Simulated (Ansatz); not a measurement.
## Sr2Ir, space group Fm-3m: a test of the smearing width, step by step

Computed with Ansatz 0.2.0, Python API.

Run as a notebook:

```python
import ansatz as az
```

```python
system = (
    az.Lattice.of((0.0, 3.61222778, 3.61222778), (3.61222778, 0.0, 3.61222778), (3.61222778, 3.61222778, 0.0))
    .atom('Sr', (0.75, 0.75, 0.75))
    .atom('Sr', (0.25, 0.25, 0.25))
    .atom('Ir', (0.0, 0.0, 0.0))
)

[site.symbol for site in system.resolved().sites]
```

    ['Sr', 'Sr', 'Ir']

```python
job = (
    system.calculation()
    .basis(28 * az.Ry, xc_grid=1)
    .scf(max_iterations=80)
    .functional(az.Functional.LDA)
    .kpoints(7, 7, 7, center='gamma')
    .forces()
    .stress()
)
```

```python
rows = []
for value in [0.25, 0.15, 0.1, 0.05, 0.025]:
    data = job.occupations('fermi_dirac', width=value).run(threads=1, pin='off').report
    rows.append((value, data['free_energy_ev'] / len(data['lattice']['sites']), data['n_iterations'], sum(data['stress_gpa'][i][i] for i in range(3)) / 3, max(abs(f) for row in data['forces_ev_ang'] for f in row), data['n_kpoints']))

print('  width (eV)   F/atom (eV)    iterations       P (GPa)  max component (eV/A)      k-points')
for row in rows:
    print(f'{str(row[0]):>12s}  {row[1]:12.5f}  {row[2]:12d}  {row[3]:12.3f}  {row[4]:20.4f}  {row[5]:12d}')
```

    DeckWarning: basis.ecutwfc = 380.959407443832 eV is below the records' recommended 420 eV, and the density's cutoff is lower with it unless basis.ecutrho_ratio is high enough to keep the records' density cutoff: compare with a run at a higher cutoff
      width (eV)   F/atom (eV)    iterations       P (GPa)  max component (eV/A)      k-points
            0.25   -6184.14995             6        -3.072                0.0000            20
            0.15   -6184.10735             7        -3.308                0.0000            20
             0.1   -6184.09246             8        -3.342                0.0000            20
            0.05   -6184.08197             8        -3.375                0.0000            20
           0.025   -6184.07878             8        -3.391                0.0000            20

```python
# differences from the last row
for row in rows[:-1]:
    shift = 1000 * (row[1] - rows[-1][1])
    print(f'{row[0]}: {shift:+.2f} meV/atom' + ('  (within 2 meV)' if abs(shift) < 2 else ''))
```

    0.25: -71.17 meV/atom
    0.15: -28.56 meV/atom
    0.1: -13.67 meV/atom
    0.05: -3.19 meV/atom

Going from 0.025 to 0.25 eV changes F by -71.2 meV an atom. With this scheme F falls roughly as the square of the width; the report's estimate for zero width (energy_sigma0_ev) moves by only -5.5 meV. The pressure moves from -3.39 to -3.07 GPa.

What to keep in mind:
- The cutoff lies under the one recommended for these potentials.
- Under the recommended cutoff a pressure can be off by several GPa, even in sign.
- For a metal this k-point mesh is coarse: on a finer one energies can move by several to tens of meV an atom and pressures by half a GPa or more, differences at one mesh by less.
- The smearing is wide enough that free energy and stress hold a thermal part of the electrons.
- Forces vanish by symmetry here and test nothing.
- The narrowest width needs the finest mesh, so the last row is no converged reference.
- Pressure is positive in compression.
- Spin-orbit coupling, which matters for elements this heavy, is left out.
- This cell is a computed structure, which may not be the phase found in nature.
- Warnings are shown shortened and without file and line.
- It ran for 12 s on 1 thread of Arm Neoverse V1 (shared host), peak memory 0.39 GiB.
